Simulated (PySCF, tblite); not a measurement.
# C8H12O3: geometry, infrared bands and NMR shifts

Wanted: the infrared bands and NMR shifts of C8H12O3 (`C=CC[C@@H]1OC[C@@H]1OC(C)=O`), by calculation.

Computed with tblite 0.8.0 and PySCF 2.14.0, with density-fitted response routines of our own, on a single molecule in the gas phase. Atoms are numbered from 0 throughout.

### Step 1. The molecule as given

23 atoms, charge 0, multiplicity 1; geometry from: force field or distance geometry start.

Bonds of the start (Å): C0–C1 1.32, C1–C2 1.50, C2–C3 1.49, C3–O4 1.41, O4–C5 1.41, C5–C6 1.48, C6–O7 1.38, O7–C8 1.36, C8–C9 1.48, C8–O10 1.26, C6–C3 1.53, C0–H11 1.08, C0–H12 1.08, C1–H13 1.08, C2–H14 1.12, C2–H15 1.10, C3–H16 1.10, C5–H17 1.09, C5–H18 1.11, C6–H19 1.10, C9–H20 1.13, C9–H21 1.11, C9–H22 1.11.

### Step 2. Relaxing the molecule with GFN2-xTB

Job settings and geometry (Å):

```
{"job": {"kind": "relax", "xc": "GFN2-xTB", "basis": "xTB"}, "charge": 0, "multiplicity": 1}
C     -1.069600     2.232800    -0.571300
C     -1.831500     1.175000    -0.391800
C     -1.649700     0.202100     0.740100
C     -1.377400    -1.160900     0.201500
O     -1.203600    -2.152200     1.191000
C     -0.045800    -2.676300     0.569000
C      0.094600    -1.399700    -0.159400
O      0.977500    -0.419000     0.249300
C      1.825500     0.334000    -0.507200
C      2.728700     1.375000     0.039000
O      1.832000     0.146500    -1.756300
H     -0.282000     2.418900     0.148400
H     -1.283800     2.883100    -1.408400
H     -2.633600     0.955200    -1.087300
H     -2.604300     0.251200     1.327400
H     -0.812200     0.527900     1.365800
H     -2.092700    -1.529100    -0.544300
H      0.688900    -3.007200     1.296300
H     -0.320700    -3.518700    -0.098800
H      0.133700    -1.545300    -1.250300
H      3.291100     0.982000     0.931200
H      2.156800     2.234600     0.436200
H      3.473500     1.717000    -0.709800
```

Launch:

```sh
$ OMP_NUM_THREADS=1 python probes_run.py task.json out
```

One launch serves the whole session: the jobs run in the order shown.

**Question.** This job is followed by: GFN2-xTB harmonic vibrations, gas phase; GIAO PBE0/pcSseg-1 NMR shielding, non-relativistic, gas phase. Predict these results of the whole session: strongest single infrared mode (GFN2-xTB); zero-point energy (GFN2-xTB); ¹³C shifts against TMS (PBE0/pcSseg-1); ¹H shifts against TMS (PBE0/pcSseg-1, means over atoms taken as alike); ¹⁷O shifts against H2O (PBE0/pcSseg-1); surface potential, 1st and 99th percentile.

The runs gave:

```
                                                              quantity                                                           value
                             strongest single infrared mode (GFN2-xTB)                                           1788 cm⁻¹, 410 km/mol
                                          zero-point energy (GFN2-xTB)                                                  116.4 kcal/mol
                                ¹³C shifts against TMS (PBE0/pcSseg-1)           175.7, 143.7, 122.9, 88.5, 76.7, 68.9, 42.5, 23.5 ppm
¹H shifts against TMS (PBE0/pcSseg-1, means over atoms taken as alike)  5.98, 5.81, 5.53, 5.27, 4.97, 4.93, 4.88, 2.91, 2.72, 1.96 ppm
                                ¹⁷O shifts against H2O (PBE0/pcSseg-1)                                          442.1, 224.9, 26.2 ppm
                                 surface potential, 1st and 99th percentile                                              -1.57 V and 0.90 V
```

Relaxing lowered the energy by 1.055 eV in 141 steps; the close pair that moved most is C8–O10, from 1.263 to 1.200 Å. All 63 modes are real, so the xTB geometry is a minimum. The strongest single mode, at 1788 cm⁻¹, moves mainly C8 and O10. Unscaled tight-binding wavenumbers are off by several per cent, some by more. Its intensities can rank the bands wrongly. At PBE0/pcSseg-1: The widest tensor belongs to O10: span 688 ppm, with a paramagnetic part of -511 ppm.
